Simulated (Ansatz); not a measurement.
**TaMo2Au2: from a guess to a relaxed structure**

Where does this trial cell of TaMo2Au2 go when cell and atoms are let free?

Program: Ansatz 0.2.0. Level of theory: DFT PBE, scalar-relativistic, plane waves, PAW. These are calculated values, not measurements.

2 further runs of the same task are left out: 1 that didn't finish, 1 set aside as unsound or not needed.

### 1 The system as given

It takes space group Cmmm (No. 65, orthorhombic). Conventional cell: a = 4.089 Å, b = 6.787 Å, c = 7.619 Å, α = 90.00°, β = 90.00°, γ = 90.00°. Around Ta (site symmetry mmm) lie 4 Au at 1.98 Å. Mo (site symmetry mm2) is surrounded by 1 Mo at 1.95 Å. Au (site symmetry 2/m) has 2 Ta at 1.98 Å and 2 Au at 2.04 Å in its first shell of neighbours.

Coordinates:

```cif
data_structure
_symmetry_space_group_name_H-M 'Cmmm'
_symmetry_Int_Tables_number 65
_cell_length_a 4.0890
_cell_length_b 6.7870
_cell_length_c 7.6191
_cell_angle_alpha 90.000
_cell_angle_beta 90.000
_cell_angle_gamma 90.000
_cell_volume 211.45
loop_
_atom_site_label
_atom_site_type_symbol
_atom_site_symmetry_multiplicity
_atom_site_Wyckoff_symbol
_atom_site_fract_x
_atom_site_fract_y
_atom_site_fract_z
_atom_site_occupancy
Ta1 Ta 2 d 0.00000 0.00000 0.50000 1
Mo1 Mo 4 k 0.00000 0.00000 0.12815 1
Au1 Au 4 f 0.25000 0.25000 0.50000 1
```

The cell is invented: random cell by space group and Wyckoff sites (Cmmm, No. 65). Lengths come from tabulated atomic sizes and are only a guess.

### 2 The guess as it stands, on a coarse mesh

input.yaml reads:

```yaml
crystal:
  lattice:
    - [2.04451551, -3.39348527, 0.0]
    - [2.04451551, 3.39348527, 0.0]
    - [0.0, 0.0, 7.61914718]
  atoms:
    - { symbol: Ta, position: [0.0, 0.0, 0.5] }
    - { symbol: Mo, position: [0.0, 0.0, 0.12814777] }
    - { symbol: Mo, position: [0.0, 0.0, 0.87185223] }
    - { symbol: Au, position: [0.0, 0.5, 0.5] }
    - { symbol: Au, position: [0.5, 0.0, 0.5] }
basis:
  ecutwfc: 420
kpoints:
  mp_grid: { grid: [6, 6, 2] }
hamiltonian:
  xc: pbe
scf:
  occupations: { method: gaussian, width: 0.1 }
  lower_state_search: "off"
output:
  forces: true
  stress: true
  eigenvalues: true
```

Started as:

```
> ansatz run input.yaml --threads 1 --pin off --max-ram 2560MiB --backend cpu --events-out ev --progress --plain --runs-dir out
```

Further runs follow: rough relaxation on the coarse mesh; another rough relaxation; spin check on a coarse mesh; final relaxation.

Before running it: what results should come out? Wanted: conventional cell; volume; energy over the elements; gap on the mesh.

The runs gave:

| quantity | value |
| --- | --- |
| symmetry at the end (tolerance 0.05 Å) | space group Cmmm (No. 65) |
| conventional cell | a = 5.374 Å, b = 8.888 Å, c = 7.481 Å, α = 90.00°, β = 90.00°, γ = 90.00° |
| volume | 35.73 Å³/atom |
| energy over the elements | +2.07 eV/atom |
| gap on the mesh | none (metal) |

**Reading.** The space group Cmmm (No. 65) is kept, and the volume per atom grows by 69.0 % from the first guess. With a positive formation energy it can't be a ground state. No finished test with a distortion of lower symmetry is shown, so the end may be a saddle point. The runs treat Au, Ta without spin-orbit coupling. Other magnetic orders were not searched.
